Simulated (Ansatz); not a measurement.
# Si2H4Cl2: a barrier at many levels of theory

How high is the barrier of this step (Si1–H4 formed, Si1–Si5 formed, H4–Si5 broken), and how far do cheaper methods land from CCSD(T)?

The runs use Ansatz 0.2.0, Gaussian basis; single points in def2-TZVPP on PBE0-D4/def2-TZVP structures.

Levels: SPW92, PBE-D4, BLYP-D4, r2SCAN-D4, B97M-V, PBE0-D4, B3LYP-D4, r2SCAN0-D4, BHLYP-D4, CAM-B3LYP-D4, wB97X-V, wB97M-V, B2PLYP, PBE-QIDH, RPA on PBE, Hartree-Fock, MP2, CCSD, CCSD(T). The reference is CCSD(T) at the basis limit, from triple and quadruple zeta. Zero-point energies come from PBE0-D4 vibrations.

Correlated methods freeze the cores. B3LYP uses VWN-RPA correlation. B2PLYP carries no dispersion term here.

13 further runs of the same task are left out: 13 set aside as unsound or not needed.

**1. The three structures**

Charge 0, multiplicity 1. The folders r, ts and p hold the start, the saddle and the end; their coordinates stand in the first inputs.

| pair | r (Å) | ts (Å) | p (Å) |
| --- | --- | --- | --- |
| Si1–H4 | 2.455 | 1.702 | 1.481 |
| Si1–Si5 | 3.305 | 2.365 | 2.335 |
| H4–Si5 | 1.498 | 1.741 | 3.252 |

**2. wB97M-V/def2-TZVPP**

Input file r/in.yaml:

```yaml
crystal:
  periodic: [false, false, false]
  atoms:
    - {symbol: Si, position_ang: [0.659734, -1.486935, -1.087402]}
    - {symbol: Cl, position_ang: [-0.007991, -3.113449, 0.030511]}
    - {symbol: Cl, position_ang: [-0.821160, -1.358008, -2.547856]}
    - {symbol: H, position_ang: [-0.693597, -0.044462, 0.366967]}
    - {symbol: Si, position_ang: [0.045900, 1.207994, 0.724858]}
    - {symbol: H, position_ang: [1.238043, 0.836025, 1.522651]}
    - {symbol: H, position_ang: [-0.867507, 2.068906, 1.518685]}
    - {symbol: H, position_ang: [0.446681, 1.889929, -0.528513]}
basis:
  gaussian: {orbitals: def2-TZVPP}
hamiltonian: {xc: {name: wB97M-V}}
```

Input file ts/in.yaml:

```yaml
crystal:
  periodic: [false, false, false]
  atoms:
    - {symbol: Si, position_ang: [0.350795, -1.081207, -0.625569]}
    - {symbol: Cl, position_ang: [-0.226603, -2.818846, 0.330220]}
    - {symbol: Cl, position_ang: [-0.485955, -1.098704, -2.512192]}
    - {symbol: H, position_ang: [-0.936078, -0.178795, 0.026409]}
    - {symbol: Si, position_ang: [0.264687, 0.962784, 0.560312]}
    - {symbol: H, position_ang: [1.547937, 1.002847, 1.314761]}
    - {symbol: H, position_ang: [-0.780908, 1.375175, 1.540099]}
    - {symbol: H, position_ang: [0.266226, 1.836747, -0.634138]}
basis:
  gaussian: {orbitals: def2-TZVPP}
hamiltonian: {xc: {name: wB97M-V}}
```

Input file p/in.yaml:

```yaml
crystal:
  periodic: [false, false, false]
  atoms:
    - {symbol: Si, position_ang: [-0.504370, -0.860652, -0.476398]}
    - {symbol: Cl, position_ang: [-0.106722, -2.506477, 0.684395]}
    - {symbol: Cl, position_ang: [0.353868, -1.114067, -2.323896]}
    - {symbol: H, position_ang: [-1.970297, -0.814273, -0.679427]}
    - {symbol: Si, position_ang: [0.413020, 1.030683, 0.540707]}
    - {symbol: H, position_ang: [1.877457, 0.828473, 0.677128]}
    - {symbol: H, position_ang: [-0.202812, 1.213374, 1.880727]}
    - {symbol: H, position_ang: [0.139958, 2.222939, -0.303335]}
basis:
  gaussian: {orbitals: def2-TZVPP}
hamiltonian: {xc: {name: wB97M-V}}
```

The command line of these runs was not kept.

The runs that follow: CCSD(T)/def2-TZVPP; MP2/def2-QZVPP; Vibrations of the start structure; Vibrations of the end structure.

Before running it: what results should come out? Wanted: barrier, CCSD(T)/CBS; reverse barrier, CCSD(T)/CBS; step energy, CCSD(T)/CBS; barrier with zero-point energy; step energy with zero-point energy; imaginary mode at the saddle; largest T1 diagnostic.

**Answer**, as computed:

| quantity | value |
| --- | --- |
| barrier, CCSD(T)/CBS | 18.4 kcal/mol |
| reverse barrier, CCSD(T)/CBS | 52.3 kcal/mol |
| step energy, CCSD(T)/CBS | -33.8 kcal/mol |
| barrier with zero-point energy | 18.8 kcal/mol |
| step energy with zero-point energy | -32.4 kcal/mol |
| imaginary mode at the saddle | 432i cm⁻¹ |
| largest T1 diagnostic | 0.012 |

The functionals run from wB97X-V, off by -0.2 kcal/mol, to SPW92, off by -7.6 kcal/mol, against CCSD(T)/CBS. By rung, the mean size of the error is: LDA 7.6, GGA 3.4, meta-GGA 4.1, hybrid 3.2, range-separated hybrid 1.8, double hybrid 2.4 kcal/mol. PBE-D4 gives a barrier 3.8 kcal/mol too low, outside chemical accuracy (1 kcal/mol). Hartree-Fock, with no correlation, is off by +9.5 kcal/mol. Zero-point motion raises the barrier by 0.4 kcal/mol.
